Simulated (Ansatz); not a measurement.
**C20H12F6S3: the relaxed shape and its frontier levels**

What does C20H12F6S3 look like as a singlet, and where do its frontier electrons sit?

The runs use Ansatz 0.2.0, Gaussian basis; RKS PBE0-D4/def2-TZVP.

Levels to be run: relaxation at PBE-D4/def2-SVP; a single point at PBE0-D4/def2-TZVP.

### 1 The system as given

41 atoms, charge 0, spin multiplicity 1.

Atoms are counted from 1 here; the program's logs count them from 0.

Bond lengths: F1–C2 1.337 Å, C2–F3 1.327 Å, C2–F4 1.334 Å, C2–S5 1.828 Å, S5–C6 1.787 Å, C6–C7 1.387 Å, C6–C29 1.387 Å, C7–C8 1.381 Å, C7–H30 1.079 Å, C8–C9 1.390 Å, C8–H31 1.080 Å, C9–S10 1.770 Å, C9–C28 1.391 Å, S10–C11 1.778 Å, C11–C12 1.388 Å, C11–C27 1.390 Å, C12–C13 1.382 Å, C12–H32 1.079 Å and more. Angles: F1–C2–F3 107.4°, F1–C2–F4 106.7°, F1–C2–S5 112.5°, F3–C2–F4 107.8°, F3–C2–S5 110.0°, F4–C2–S5 112.2°, C2–S5–C6 98.8°, S5–C6–C7 121.2°, S5–C6–C29 117.9°, C7–C6–C29 120.9°, C6–C7–C8 119.4°, C6–C7–H30 121.1°, C8–C7–H30 119.5°, C7–C8–C9 120.0°, C7–C8–H31 119.7°, C9–C8–H31 120.3°, C8–C9–S10 121.8°, C8–C9–C28 120.2° and more.

The start is a GFN2-xTB geometry.

### 2 Relaxation at PBE-D4/def2-SVP

in.yaml reads:

```yaml
crystal:
  periodic: [false, false, false]
  atoms:
    - {symbol: F, position_ang: [6.076550, 1.327410, 2.042860]}
    - {symbol: C, position_ang: [6.207360, 2.051880, 0.926660]}
    - {symbol: F, position_ang: [6.968380, 3.098560, 1.220350]}
    - {symbol: F, position_ang: [4.990980, 2.504700, 0.618820]}
    - {symbol: S, position_ang: [6.956230, 1.100000, -0.442800]}
    - {symbol: C, position_ang: [5.488680, 0.266180, -1.030370]}
    - {symbol: C, position_ang: [4.683970, -0.465950, -0.169820]}
    - {symbol: C, position_ang: [3.557070, -1.094030, -0.663320]}
    - {symbol: C, position_ang: [3.246340, -1.002460, -2.015030]}
    - {symbol: S, position_ang: [1.854120, -1.845190, -2.710010]}
    - {symbol: C, position_ang: [0.686640, -1.797770, -1.369820]}
    - {symbol: C, position_ang: [-0.014870, -2.953150, -1.054310]}
    - {symbol: C, position_ang: [-0.957170, -2.928250, -0.043230]}
    - {symbol: C, position_ang: [-1.198890, -1.748180, 0.645160]}
    - {symbol: S, position_ang: [-2.353990, -1.765330, 2.002640]}
    - {symbol: C, position_ang: [-3.515960, -0.514890, 1.555380]}
    - {symbol: C, position_ang: [-4.341760, -0.030890, 2.568450]}
    - {symbol: C, position_ang: [-5.303290, 0.913910, 2.282810]}
    - {symbol: C, position_ang: [-5.443620, 1.380920, 0.979340]}
    - {symbol: C, position_ang: [-6.489140, 2.419570, 0.701600]}
    - {symbol: F, position_ang: [-6.215770, 3.589480, 1.313760]}
    - {symbol: F, position_ang: [-7.704330, 2.048690, 1.145300]}
    - {symbol: F, position_ang: [-6.631360, 2.699900, -0.600730]}
    - {symbol: C, position_ang: [-4.628140, 0.895550, -0.033520]}
    - {symbol: C, position_ang: [-3.668270, -0.056170, 0.252460]}
    - {symbol: C, position_ang: [-0.500690, -0.589610, 0.326300]}
    - {symbol: C, position_ang: [0.433610, -0.611570, -0.689830]}
    - {symbol: C, position_ang: [4.079260, -0.297850, -2.877570]}
    - {symbol: C, position_ang: [5.197340, 0.342890, -2.384520]}
    - {symbol: H, position_ang: [4.927890, -0.558660, 0.877100]}
    - {symbol: H, position_ang: [2.927270, -1.663590, 0.003520]}
    - {symbol: H, position_ang: [0.180410, -3.864190, -1.598310]}
    - {symbol: H, position_ang: [-1.502130, -3.820870, 0.220790]}
    - {symbol: H, position_ang: [-4.223490, -0.403710, 3.573630]}
    - {symbol: H, position_ang: [-5.944140, 1.295480, 3.062840]}
    - {symbol: H, position_ang: [-4.746550, 1.253580, -1.044760]}
    - {symbol: H, position_ang: [-3.046900, -0.443330, -0.540630]}
    - {symbol: H, position_ang: [-0.693940, 0.326660, 0.864070]}
    - {symbol: H, position_ang: [0.974900, 0.286480, -0.947750]}
    - {symbol: H, position_ang: [3.841330, -0.248370, -3.928260]}
    - {symbol: H, position_ang: [5.846070, 0.902170, -3.039270]}
basis:
  gaussian: {orbitals: def2-SVP, fitting: {mean_field: def2-universal-jkfit}}
hamiltonian: {xc: pbe, dispersion: d4}
scf: {lower_state_search: "off"}
output: {orbitals: {seedname: orbitals}}
relax: {f_tol: 0.03, max_steps: 70}
```

Started as:

```sh
$ ansatz run in.yaml --threads 2 --pin off --events-out ev --progress --plain --max-ram 22528MiB --backend cuda --devices 0, --max-vram 18GiB
```

The runs that follow: Single point, PBE0-D4/def2-TZVP.

Q: Predict the results of all the runs planned. Wanted: point group; commonest bond, hydrogen aside; HOMO, LUMO at PBE0-D4/def2-TZVP; dipole at PBE-D4/def2-SVP.

The runs gave:

| quantity | value |
| --- | --- |
| point group | C1 |
| commonest bond, hydrogen aside | C–C, 19 of mean length 1.411 Å |
| HOMO, LUMO at PBE0-D4/def2-TZVP | -6.46, -1.80 eV |
| dipole at PBE-D4/def2-SVP | 2.89 D |

**Reading.** The molecule keeps its bonding pattern by the stored test; the atoms moved 0.40 Å (rms). No usable vibrations, so a minimum isn't proven. The point group is read from a loosely relaxed geometry; soft torsions can leave it below the true symmetry.
